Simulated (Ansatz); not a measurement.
## SnO2 and its elements: a formation energy from the elements

Program: Ansatz's Python interface.

`formation.py`
```python
'''Heat of formation of SnO2 at zero temperature, after relaxing cells and atoms.'''

from collections import Counter

import ansatz as az
import numpy as np

PHASES = {
    'SnO2': (
        [(-2.000069, 2.000069, 5.123679), (2.000069, -2.000069, 5.123679), (2.000069, 2.000069, -5.123679)],
        [
            ('Sn', (0.75, 0.25, 0.5)),
            ('Sn', (0.0, 0.0, 0.0)),
            ('O', (0.796523, 0.796523, 0.0)),
            ('O', (0.953477, 0.453477, 0.5)),
            ('O', (0.203477, 0.203477, 0.0)),
            ('O', (0.546523, 0.046523, 0.5)),
        ],
    ),
    'Sn': (
        [(0.0, 3.233343, 3.233343), (3.233343, 0.0, 3.233343), (3.233343, 3.233343, 0.0)],
        [
            ('Sn', (0.0, 0.0, 0.0)),
            ('Sn', (0.25, 0.25, 0.25)),
        ],
    ),
    'O2': (
        [(9.0, 0.0, 0.0), (0.0, 9.5, 0.0), (0.0, 0.0, 10.0)],
        [
            ('O', (0.5, 0.5, 0.4385)),
            ('O', (0.5, 0.5, 0.5615)),
        ],
    ),
}


def build(vectors, sites):
    crystal = az.Crystal(lattice=az.Lattice.of(vectors))
    for symbol, position in sites:
        crystal = crystal.atom(symbol, position)
    return crystal

POLARISED = {'O2'}

GASES = {'O2'}


def ground_state(name, crystal):
    calc = (
        crystal.calculation()
        .basis(630, xc_grid=2)
        .functional('LDA')
        .scf(extra_bands=16)
        .initial_density(normalization='cell')
        .mixing('anderson', beta=0.3)
        .kpoints(spacing=0.26)
        .occupations('fermi_dirac', width=0.05)
        .stress()
    )
    if name in POLARISED:
        calc = calc.spin('collinear')
    if name in GASES:
        return calc.kpoints(1, 1, 1).relax(force_tolerance=0.02).run()
    calc = calc.relax(force_tolerance=0.02, cell=True)
    return calc.run()


def counts(outcome):
    return Counter(site.symbol for site in outcome.lattice.sites)

def formation_energy(outcome, mu):
    n = counts(outcome)
    return (outcome.report['energy_sigma0_ev'] - sum(k * mu[element] for element, k in n.items())) / sum(n.values())


def volume_per_atom(outcome):
    return abs(np.linalg.det(outcome.lattice.cell_ang)) / len(outcome.lattice.sites)


def main() -> None:
    phases = {name: build(*cell) for name, cell in PHASES.items()}
    phases['O2'] = phases['O2'].moments(O=1.0)

    done = {}
    for name, crystal in phases.items():
        done[name] = ground_state(name, crystal)
        print(f'{name}: {done[name].report["energy_sigma0_ev"]:.4f} eV, {len(done[name].lattice.sites)} atoms')

    # chemical potentials of the elements at zero temperature
    references = {'Sn': 'Sn', 'O': 'O2'}
    mu = {element: done[name].report['energy_sigma0_ev'] / len(done[name].lattice.sites) for element, name in references.items()}

    target = done['SnO2']
    heat = formation_energy(target, mu)
    n = counts(target)
    print('cell content:', dict(n), ' volume', round(volume_per_atom(target), 3), 'A^3/atom')
    print('formation energy', round(heat, 4), 'eV/atom,', round(heat * sum(n.values()), 4), 'eV per cell')
    print('bound against the elements' if heat < 0 else 'unbound against the elements')
    # gas references are bare DFT energies, without zero-point or fitted corrections


if __name__ == '__main__':
    main()
```

Output of `python formation.py`:
```text
SnO2: -13979.8715 eV, 6 atoms
Sn: -11759.0135 eV, 2 atoms
DeckWarning: output.stress: scf.convergence.dr2_threshold = 1e-7 eV (the SCF's general default) is looser than the 2e-10 eV advised for a printed stress (1e-10 eV for each atom of the cell: 2). What an SCF threshold leaves in a stress goes as its square root, [...]
O2: -1104.7282 eV, 2 atoms
cell content: {<Element.SN: 'Sn'>: 2, <Element.O: 'O'>: 4}  volume 13.384 A^3/atom
formation energy -1.9003 eV/atom, -11.4018 eV per cell
bound against the elements
```
(Warnings from the package without file and line, shortened.)

What to keep in mind:
- These settings explore the input space; cutoff and mesh may be short of convergence.
- Other magnetic orders than the one started from may lie lower.
- For the metals among these phases the mesh is modest: differences between phases can be off by up to 40 meV an atom.
- The cells come from databases of deposited and of computed structures, and not all need be stable phases.
- The compound is the structure given, not necessarily its lowest; energies are at zero temperature, with no correction for gases. Magnetic phases start from parallel moments and may not end in their lowest magnetic state. A semilocal functional's error on such energies is often 0.05 to 0.1 eV an atom, and 0.1 to 0.3 eV against gases such as O2 or F2.
- Hardware and time: 2.1 min on 1 thread of Arm Neoverse V2 (shared host), peak memory 1 GiB.
